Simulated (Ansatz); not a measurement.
What does this script print? It uses the Python package of Ansatz (0.2.0).

Script `run_transition.py`:
```python
# -*- coding: utf-8 -*-
"""Pressure at which two phases of Na cross."""

import warnings

import ansatz as az
import numpy as np
from tabulate import tabulate


def fcc(A, a):
    return (
        az.Lattice.fcc(a)
        .space_group(225)
        .atom(A, (0, 0, 0))
        .primitive()
    )


def diamond(a_site, a):
    return (
        az.Lattice.fcc(a)
        .space_group(227, origin_choice=1)
        .atom(a_site, (0, 0, 0))
        .primitive()
    )


def run_phase(name, crystal, pressure=0.0):
    calc = (
        crystal.calculation()
        .basis(260)
        .scf(tolerance=1e-05, max_iterations=200)
        .functional("lda")
        .mixing("anderson", beta=0.3)
        .kpoints(spacing=0.3)
        .occupations("fermi_dirac", width=0.05)
    )
    calc = calc.relax(force_tolerance=0.01, max_steps=60, cell=True, pressure=pressure)
    return calc.run()


def volume_per_atom(outcome):
    return abs(np.linalg.det(outcome.lattice.cell_ang)) / len(outcome.lattice.sites)


def main():
    warnings.simplefilter("ignore")

    phases = {}
    phases["fcc"] = fcc("Na", 5.39)
    phases["diamond"] = diamond("Na", 7.42)

    # enthalpy per atom at each pressure
    pressures = [0, 5, 10, 20]
    enthalpy, volume = {name: [] for name in phases}, {name: [] for name in phases}
    for p in pressures:
        for name, crystal in phases.items():
            o = run_phase(name, crystal, pressure=p)
            volume[name].append(volume_per_atom(o))
            enthalpy[name].append(o.report["energy_sigma0_ev"] / len(o.lattice.sites) + p * volume[name][-1] / 160.21766)
    gap = np.array(enthalpy["diamond"]) - np.array(enthalpy["fcc"])
    rows = [(p, va, vb, 1000 * d) for p, va, vb, d in zip(pressures, volume["fcc"], volume["diamond"], gap)]
    print(tabulate(rows, headers=["P (GPa)", "V fcc (A^3/atom)", "V diamond (A^3/atom)", "H(diamond) - H(fcc) (meV/atom)"], floatfmt=".4f", tablefmt="github"))
    crossings = [p0 - g0 * (p1 - p0) / (g1 - g0) for p0, p1, g0, g1 in zip(pressures, pressures[1:], gap, gap[1:]) if g0 * g1 < 0]
    print("crossing near", [round(float(p), 1) for p in crossings], "GPa") if crossings else print("no crossing in this range")


if __name__ == "__main__":
    main()
```

Running `python run_transition.py` prints:
```text
|   P (GPa) |   V fcc (A^3/atom) |   V diamond (A^3/atom) |   H(diamond) - H(fcc) (meV/atom) |
|-----------|--------------------|------------------------|----------------------------------|
|         0 |            33.3915 |                48.5662 |                         377.6108 |
|         5 |            24.4677 |                28.1086 |                         582.8056 |
|        10 |            20.9699 |                22.9057 |                         683.3593 |
|        20 |            17.4965 |                18.1774 |                         735.2009 |
no crossing in this range
```

Reading the output:
- These settings explore the input space; cutoff and mesh may be short of convergence.
- The cutoff lies under the one recommended for these potentials.
- Under the recommended cutoff a pressure can be off by several GPa, even in sign.
- At a fixed pressure a relaxation lowers the enthalpy F + PV, while F alone can rise.
- For the metals among these phases the mesh is modest: differences between phases can be off by up to 40 meV an atom.
- The program warned that this SCF threshold is loose for forces or stresses.
- Only these two structures are compared, at zero temperature and with their symmetry kept; either may be hypothetical, and another phase may be lower than both. Differences under about 40 meV an atom lie within the error of mesh and functional.
- The cells are prototypes set up for this calculation and needn't exist.
- The script silences warnings, which a real study should read.
- Wall time of the script: 19 s on 1 thread of Intel(R) Xeon(R) 6975P-C (Granite Rapids), on a shared host, peak memory 0.37 GiB.
